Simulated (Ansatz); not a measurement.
This script drives the Python package of Ansatz (0.2.0).

Input file `c2h6fnbo.xyz`:
```text
11

C    -1.74180    0.36170    0.28110
Nb    0.16390    0.35540   -0.74930
C     1.55350   -0.81960    0.44900
O     0.05670   -0.39730   -2.38430
F     0.85420    2.20090   -0.97470
H    -1.88440   -0.46390    0.92850
H    -1.84070    1.33340    0.88110
H    -2.56230    0.40910   -0.49460
H     2.27470   -1.36220   -0.16640
H     1.02580   -1.53590    1.11990
H     2.16570   -0.13870    1.13030
```

Script `run_methods.py`:
```python
"""One geometry of C2H6FNbO, method by method."""

from pathlib import Path
import warnings

import ansatz
import numpy as np

warnings.simplefilter("ignore", ansatz.DeckWarning)

system = ansatz.Crystal.molecule_from_extxyz("c2h6fnbo.xyz")

calculation = system.calculation().basis(gaussian="def2-SVP")

print("functional    E (Ha)        dipole (D)   HOMO (eV)  LUMO (eV)")
for name in ["blyp", "lda", "pbe0", "r2scan0", "b3lyp"]:
    data = calculation.functional(name).forces().orbitals().run(threads=1, runs_dir="runs").report
    lines = Path(data["orbitals_path"]).read_text().splitlines()
    field_of = lambda key: [line.split("=")[1].strip() for line in lines if line.startswith(key)]
    orbitals = [(27.211386 * float(e), s, float(n)) for e, s, n in zip(field_of("Ene="), field_of("Spin="), field_of("Occup="))]
    homo = max(e for e, _, n in orbitals if n > 0.5)
    lumo = min(e for e, _, n in orbitals if n < 0.5)
    dipole = 4.803205 * np.linalg.norm(data["charge_distribution"]["dipole_moment_e_ang"])
    print(f"{name:10s} {data['free_energy_ev'] / 27.211386246:14.6f} {dipole:9.3f} {homo:11.3f} {lumo:10.3f}")
```

It is started by `python run_methods.py`. Estimate its wall time and peak memory on 1 thread of Arm Neoverse V2, on a shared host.

It took about 38 s, with a peak of 0.35 GiB, for 5 runs of the engine.

```console
$ python run_methods.py
functional    E (Ha)        dipole (D)   HOMO (eV)  LUMO (eV)
blyp          -311.701953     3.371      -6.972     -3.261
lda           -309.739016     3.537      -7.272     -3.590
pbe0          -311.482210     3.732      -8.616     -2.613
r2scan0       -311.583115     3.880      -8.851     -2.567
b3lyp         -311.800737     3.658      -8.325     -2.813
```

Reading the output:
- Total energies depend on the basis set; only differences at equal settings carry meaning.
- The geometry is a force-field or estimated start, not a minimum of this method, and the basis set is short of its limit. A lower total doesn't mark the better method: functionals have no common bound, and MP2 and coupled cluster aren't variational.
- def2 sets replace the cores of elements past krypton by effective core potentials.
- b3lyp holds the VWN-RPA fit, as in Gaussian; the form of ORCA and Turbomole is b3lyp5.
- Levels such as HOMO and LUMO are orbital energies: with these approximate functionals they aren't the ionisation energy and electron affinity, and their gap isn't the fundamental gap.
